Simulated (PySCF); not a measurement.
# Cl4Ga ([GaCl4]-): the cost of one run

Computed with PySCF 2.14.0 and routines of our own; the level stands in each step. Atoms count from 0.

3 further runs of the same task are left out: 3 for a basis unfit for spin-orbit shieldings.

### 1 The system as given

5 atoms, charge -1, multiplicity 1; geometry from: GFN2-xTB.

### 2 Relaxing the molecule at PBE0-D3(BJ)/def2-SVP

Job settings and geometry (Å):

```
{"job": {"xc": "PBE0", "basis": "def2-SVP", "d3": "d3bj", "grid": 1, "maxiter": 30, "kind": "geom"}, "charge": -1, "multiplicity": 1}
Ga     0.000430    -0.000430    -0.000240
Cl     0.010330    -0.016710     2.171130
Cl     2.044070     0.010770    -0.733200
Cl    -1.031040     1.775940    -0.704760
Cl    -1.023790    -1.769570    -0.732920
```

Command:

```bash
OMP_NUM_THREADS=1 python heavy_run.py task.json out
```

The driver reads the jobs from task.json and runs them one after another.

Q: Estimate the wall time and peak memory of this first job on 1 thread of AMD EPYC 9R45, shared host.

About 13 s, with a peak of 0.41 GiB.
